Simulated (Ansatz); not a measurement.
# Si: a line through a two-coordinate scan

One line of a two-coordinate grid on Si (Fd-3m, No. 227; 2 atoms in the cell): strain +e along z and -e/2 along x and y is varied, at strain +e along x and -e along y = −11.00 %.

Program: Ansatz 0.2.0. Level of theory: DFT LDA, scalar-relativistic, plane waves, PAW. These are calculated values, not measurements.

1 further run of the same task is left out (set aside as unsound or not needed).

## 1. Starting point

It takes space group Fd-3m (No. 227, cubic). The conventional cell has a = 5.402 Å, b = 5.402 Å, c = 5.402 Å, α = 90.00°, β = 90.00°, γ = 90.00°. Si (site symmetry -43m) has 4 Si at 2.34 Å as nearest neighbours.

Coordinates:

```xyz
2
Lattice="0.0000 2.7008 2.7008 2.7008 0.0000 2.7008 2.7008 2.7008 0.0000" Properties=species:S:1:pos:R:3 pbc="T T T"
Si    2.7008    2.7008    2.7008
Si    4.0512    4.0512    4.0512
```

This cell was relaxed beforehand with the same method: volume 19.70 Å³/atom, gap on the mesh 0.44 eV.

## 2. What is varied

The energy is mapped over two homogeneous strains (x along [1 0 0], y along [0 1 0], z along [0 0 1] of the conventional cell).

The axes are (1) strain +e along x and -e along y: 9 values from −11.00 %; (2) strain +e along z and -e/2 along x and y: 9 values from −7.00 %.

Nothing else is relaxed (symmetry fixes all fractional coordinates). Energies count from the relaxed crystal. Points are written as (first, second).

## 3. Grid point (−11.00 %, −7.00 %)

input.yaml

```yaml
crystal:
  lattice:
    - [0.0, 3.0924147873, 2.511743015]
    - [2.4982390203, 0.0, 2.511743015]
    - [2.4982390203, 3.0924147873, 0.0]
  atoms:
    - { symbol: Si, position: [0.5, 0.5, 0.5] }
    - { symbol: Si, position: [0.75, 0.75, 0.75] }
basis:
  ecutwfc: 420
kpoints:
  mp_grid: { grid: [12, 12, 12] }
hamiltonian:
  xc: lda
  pseudopotentials: { kind: paw, azcp: { folder: soft_1 } }
scf:
  occupations: { method: gaussian, width: 0.05 }
output:
  forces: true
  stress: true
  eigenvalues: true
```

Launch:

```sh
ansatz run input.yaml --threads 1 --pin off --max-ram 2048MiB --backend cpu --events-out ev --progress --plain --runs-dir out
```

Further runs follow: the other points of the line.

**Question.** What will these runs give? Wanted: for each run, strain +e along z and -e/2 along x and y; energy; slope; pressure.

The runs gave:

```
strain +e along z and -e/2 along x and y (%)  step  energy (meV/atom)  slope (meV/atom per %)  pressure (GPa)
                                       −7.00     3                208                   −14.3           −0.07
                                       −5.25     4                183                   −13.2           −0.10
                                       −3.50     5                162                   −11.3           −0.14
                                       −1.75     6                144                    −8.6           −0.23
                                        0.00     7                132                    −5.8           −0.34
                                        1.75     8                124                    −2.9           −0.44
                                        3.50     9                122                     0.4           −0.51
                                        5.25    10                125                     3.4           −0.65
                                        7.00    11                134                     6.4           −0.80
```

Energies count from the relaxed crystal. Slopes come from the forces (and the stress, where the cell changes), not from differences of energies.

In words: The lowest point of the line is at 3.50 %, 122 meV/atom from the zero. A fit to energies and slopes at the lowest point and its two neighbours puts the minimum at 3.299 %, with a curvature of about 1.9 meV/atom per %². Divided by the reference volume, that is a stiffness of about 150 GPa for this pattern of strain. The highest point computed, at −7.00 %, lies 86 meV/atom above the lowest. This is one cut through a surface in two coordinates; the map's lowest point lies off it. The gap on the mesh closes on part of the grid.

These are semilocal Kohn-Sham gaps, which aren't the measured quantity. Such gaps usually fall short of the measured ones.
